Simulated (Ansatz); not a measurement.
# AlClF2H2: a short trajectory

Aim: follow the atoms for 80 steps of 0.5 fs at constant energy, with velocities drawn for 300 K, and see to which side of the barrier the system falls.

Method: PBE0-D4/def2-SVP; program: Ansatz 0.2.0, Gaussian basis.

## (1) The system as given

The start, a first-order saddle point found at PBE0-D4 in triple zeta: 6 atoms, charge 0, spin multiplicity 1.

Atoms are counted from 1 here; the program's logs count them from 0.

Bond lengths: Al1–H2 1.640 Å, Al1–F3 1.638 Å, Al1–F4 1.638 Å, Al1–H5 1.941 Å, Al1–Cl6 2.382 Å, H5–Cl6 1.419 Å. Angles: H2–Al1–F3 115.8°, H2–Al1–F4 115.8°, H2–Al1–H5 42.3°, H2–Al1–Cl6 78.9°, F3–Al1–F4 121.1°, F3–Al1–H5 118.4°, F3–Al1–Cl6 107.9°, F4–Al1–H5 118.4°, F4–Al1–Cl6 108.0°, H5–Al1–Cl6 36.6°, Al1–H5–Cl6 88.9°, Al1–Cl6–H5 54.6°.

Geometry (Å):

```csv
atom,x (Å),y (Å),z (Å)
Al1,-0.1536,-0.5512,-0.1698
H2,-1.0873,0.4910,0.6858
F3,-0.5516,-0.7348,-1.7484
F4,0.5069,-1.7824,0.6861
H5,-0.0125,1.2488,0.5421
Cl6,1.2982,1.3289,0.0042
```

## (2) Dynamics

md/in.yaml

```yaml
crystal:
  periodic: [false, false, false]
  atoms:
    - {symbol: Al, position_ang: [-0.153640, -0.551238, -0.169804]}
    - {symbol: H, position_ang: [-1.087317, 0.490977, 0.685786]}
    - {symbol: F, position_ang: [-0.551603, -0.734848, -1.748434]}
    - {symbol: F, position_ang: [0.506854, -1.782427, 0.686058]}
    - {symbol: H, position_ang: [-0.012467, 1.248784, 0.542134]}
    - {symbol: Cl, position_ang: [1.298173, 1.328852, 0.004159]}
basis:
  gaussian: {orbitals: def2-SVP}
hamiltonian: {xc: pbe0, dispersion: d4}
md: {n_steps: 80, timestep: 0.5, temperature: 300, ensemble: nve, seed: 452, initial_velocities: maxwell_boltzmann}
```

The run is started by

```console
$ ansatz run in.yaml --threads 2 --pin off --events-out ev --progress --plain --max-ram 4352MiB
```

What does the calculation give? Wanted: temperature at the start; mean temperature, second half; lowest and highest potential energy, from the first frame; largest change of potential + kinetic.

**Answer**, as computed:

| quantity | value |
| --- | --- |
| length | 80 steps, 40.0 fs |
| temperature at the start | 300 K |
| mean temperature, second half | 313 K |
| lowest and highest potential energy, from the first frame | -104 and 94 meV |
| largest change of potential + kinetic | 0.3 meV |

By the last frame it has moved back towards the start side of the step. With no thermostat the total energy should stay fixed; it holds within 0.3 meV, small beside the kinetic energy, so the time step serves. The temperature runs between 119 and 502 K.
